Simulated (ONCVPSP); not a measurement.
# An ONCV potential for cobalt, from input to tests

Aim: build the potential from the settings below, then test how well it stands in for the atom: other configurations, scattering, ghost states and the plane-wave cutoff that it needs.

Method: ONCVPSP 4.0.1, PBEsol, scalar-relativistic.

**1. The design**

The settings as typed:

```json
{
  "element": "cobalt (Co, Z = 27)",
  "type": "optimised norm-conserving Vanderbilt (ONCV)",
  "frozen core": "[Ne] 3s2",
  "valence charge": "15",
  "reference configuration": "3p6 3d7 4s2",
  "partial waves": "4s: rc 2.35 bohr, ncon 5, nbas 10, qcut 3.4 1/bohr, 2 projectors, debl 2.6 Ha; 3p: rc 0.95 bohr, ncon 4, nbas 7, qcut 16 1/bohr, 1 projector; 3d: rc 1.50 bohr, ncon 3, nbas 8, qcut 10.4 1/bohr, 3 projectors, debl 3.1 Ha; f scattering state at 0.27 Ha: rc 2.25 bohr, ncon 3, nbas 7, qcut 4.9 1/bohr, 2 projectors, debl 3.7 Ha",
  "local potential": "polynomial inside 0.80 bohr (lpopt 5, dvloc0 6 Ha)",
  "core correction": "Teter function, fcfact 4.5, rcfact 1.8"
}
```

The outer shells as boxes (Hund's rule for the drawing; the calculation is spin-unpolarised):

```
[Ne] core
3s [↑↓]
3p [↑↓][↑↓][↑↓]
3d [↑↓][↑↓][↑ ][↑ ][↑ ]
4s [↑↓]
```

An earlier all-electron run gives the scale for the radii.

All-electron outer shells of the reference configuration (PBEsol, scalar-relativistic, ld1.x):

```tsv
shell	level (eV)	outermost node (bohr)	outermost maximum (bohr)
3s	-102.14	0.31	0.66
3p	-65.51	0.28	0.68
3d	-8.23	–	0.66
4s	-5.49	0.96	2.32
4p	-1.25	1.05	3.21
```

**2. Generating the potential**

Co.dat

```
# ATOM AND REFERENCE CONFIGURATION
# atsym  z   nc   nv     iexc    psfile
  Co 27.00    4    3  -116133      upf
#
#   n    l    f
    1    0    2.00
    2    0    2.00
    2    1    6.00
    3    0    2.00
    3    1    6.00
    3    2    7.00
    4    0    2.00
#
# PSEUDOPOTENTIAL AND OPTIMIZATION
# lmax
    3
#
#   l,   rc,      ep,       ncon, nbas, qcut
    0    2.35    0.00    5   10    3.40
    1    0.95    0.00    4    7   16.00
    2    1.50    0.00    3    8   10.40
    3    2.25    0.27    3    7    4.90
#
# LOCAL POTENTIAL
# lloc, lpopt,  rc(5),   dvloc0
    4    5    0.80    6.00
#
# VANDERBILT-KLEINMAN-BYLANDER PROJECTORs
# l, nproj, debl
    0    2    2.60
    1    1    3.30
    2    3    3.10
    3    2    3.70
#
# MODEL CORE CHARGE
# icmod, fcfact, rcfact
    3    4.50    1.80
#
# LOG DERIVATIVE ANALYSIS
# epsh1, epsh2, depsh
   -4.00    5.00    0.02
#
# OUTPUT GRID
# rlmax, drl
    6.00    0.01
#
# TEST CONFIGURATIONS
# ncnf
    4
# nvcnf
#   n    l    f
    3
    3    1    6.00
    3    2    7.00
    4    0    1.00
#
    3
    3    1    6.00
    3    2    7.00
    4    0    0.00
#
    3
    3    1    6.00
    3    2    6.00
    4    0    0.00
#
    3
    3    1    6.00
    3    2    7.00
    4    0    1.50
#
```

Run with:

```sh
$ oncvpsp.x < Co.dat > Co.out
```

Q: Predict the outcome of this session. Wanted: cutoffs for 1 and 0.1 mHa per electron, occupied waves; bound ghosts; GHOST(+) flags; largest test error; largest phase difference near zero energy, channels read; rms error of d²Exc/dn², without and with the model core.

**Answer**, as computed:

```
                                                quantity                            value
  cutoffs for 1 and 0.1 mHa per electron, occupied waves                  66 Ha and 86 Ha
                                            bound ghosts  s at -77.67 eV, f at -728.89 eV
                                          GHOST(+) flags               none at low energy
                            largest test error (AE − PS)        +110 meV, for 3p6 3d6 4s0
largest phase difference near zero energy, channels read                        0.002 rad
 rms error of d²Exc/dn², without and with the model core                3.77 and 0.94 mHa
```

In words: A bound ghost (s, f) makes it unfit for use: electrons can fall into a state that the atom doesn't have. By total energies transferability is fair for so large an energy: the largest error is 110 meV on 61.6 eV, for 3p6 3d6 4s0. That test lies far up in energy; among those under 40 eV, nearer to bonding, the largest error is 26 meV. By its cutoff, 66 Ha for the looser tolerance, it is very hard. At the looser tolerance the 3p wave is the slowest; 3d needs 42 Ha. Near zero energy the phases of the channels with partial waves agree within 0.002 rad. All of this concerns the isolated atom, not yet a solid.
